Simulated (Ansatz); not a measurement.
**RbDyH4: from a guess to a relaxed structure**

Where does this trial cell of RbDyH4 go when cell and atoms are let free?

Method: DFT PBE, scalar-relativistic, plane waves, PAW; 4f electrons in the core of a trivalent norm-conserving potential, in Ansatz 0.2.0.

## 1. The system as given

It takes space group F-43m (No. 216, cubic). Conventional cell: a = 7.243 Å, b = 7.243 Å, c = 7.243 Å, α = 90.00°, β = 90.00°, γ = 90.00°. Rb (site symmetry -43m) has 12 H at 3.00 Å and 4 Dy at 3.14 Å in its first shell of neighbours. Dy (site symmetry -43m) is surrounded by 12 H at 3.01 Å and 4 Rb at 3.14 Å. H (site symmetry 3m) has 6 H at 2.54 to 2.58 Å and 3 Rb at 3.00 Å and 3 Dy at 3.01 Å in its first shell of neighbours.

Coordinates:

```cif
data_structure
_symmetry_space_group_name_H-M 'F-43m'
_symmetry_Int_Tables_number 216
_cell_length_a 7.2432
_cell_length_b 7.2432
_cell_length_c 7.2432
_cell_angle_alpha 90.000
_cell_angle_beta 90.000
_cell_angle_gamma 90.000
_cell_volume 380.01
loop_
_atom_site_label
_atom_site_type_symbol
_atom_site_symmetry_multiplicity
_atom_site_Wyckoff_symbol
_atom_site_fract_x
_atom_site_fract_y
_atom_site_fract_z
_atom_site_occupancy
Rb1 Rb 4 d 0.25000 0.25000 0.75000 1
Dy1 Dy 4 a 0.00000 0.00000 0.00000 1
H1 H 16 e 0.37597 0.12403 0.12403 1
```

A structure generator made this guess: species swapped into a database cell of TbNi4Au (F-43m, No. 216), with Dy on the Tb sites, H on the Ni sites and Rb on the Au sites. The dimensions are guesses.

## 2. The guess as it stands, on a coarse mesh

File input.yaml:

```yaml
crystal:
  lattice:
    - [0.0, 3.62161708, 3.62161708]
    - [3.62161708, 0.0, 3.62161708]
    - [3.62161708, 3.62161708, 0.0]
  atoms:
    - { symbol: Rb, position: [0.25, 0.25, 0.25] }
    - { symbol: Dy, position: [0.0, 0.0, 0.0] }
    - { symbol: H, position: [0.62403182, 0.12790453, 0.62403182] }
    - { symbol: H, position: [0.62403182, 0.62403182, 0.12790453] }
    - { symbol: H, position: [0.62403182, 0.62403182, 0.62403182] }
    - { symbol: H, position: [0.12790453, 0.62403182, 0.62403182] }
basis:
  ecutwfc: 630
kpoints:
  mp_grid: { grid: [4, 4, 4] }
hamiltonian:
  xc: pbe
  pseudopotentials:
    kind: paw
    azcp: { Dy: "pseudopotentials/pbe/nc/lanthanide_3plus/Dy.nc.azcp" }
scf:
  occupations: { method: gaussian, width: 0.1 }
  lower_state_search: "off"
output:
  forces: true
  stress: true
  eigenvalues: true
```

Started as:

```
> ansatz run input.yaml --threads 1 --pin off --max-ram 2560MiB --backend cpu --events-out ev --progress --plain --runs-dir out
```

The session goes on with these runs: a loose first relaxation; full relaxation.

Before running it: what results should come out? Wanted: conventional cell; volume; energy over the elements; gap on the mesh.

The runs gave:

| quantity | value |
| --- | --- |
| symmetry at the end (tolerance 0.02 Å) | space group F-43m (No. 216) |
| conventional cell | a = 6.623 Å, b = 6.623 Å, c = 6.623 Å, α = 90.00°, β = 90.00°, γ = 90.00° |
| volume | 12.11 Å³/atom |
| energy over the elements (uncorrected; H, N, O, F and Cl as molecules) | +0.66 eV/atom |
| gap on the mesh | 0.77 eV |

What this shows: The space group F-43m (No. 216) is kept, and the volume per atom shrinks by 23.5 % from the first guess. With a positive formation energy it can't be a ground state. No finished test with a distortion of lower symmetry is shown, so the end may be a saddle point. Spin-orbit coupling is left out, which matters for the bands of Dy. The lanthanide's 4f electrons sit in the core of its potential, so it is trivalent by construction and shows no f bands or moments.
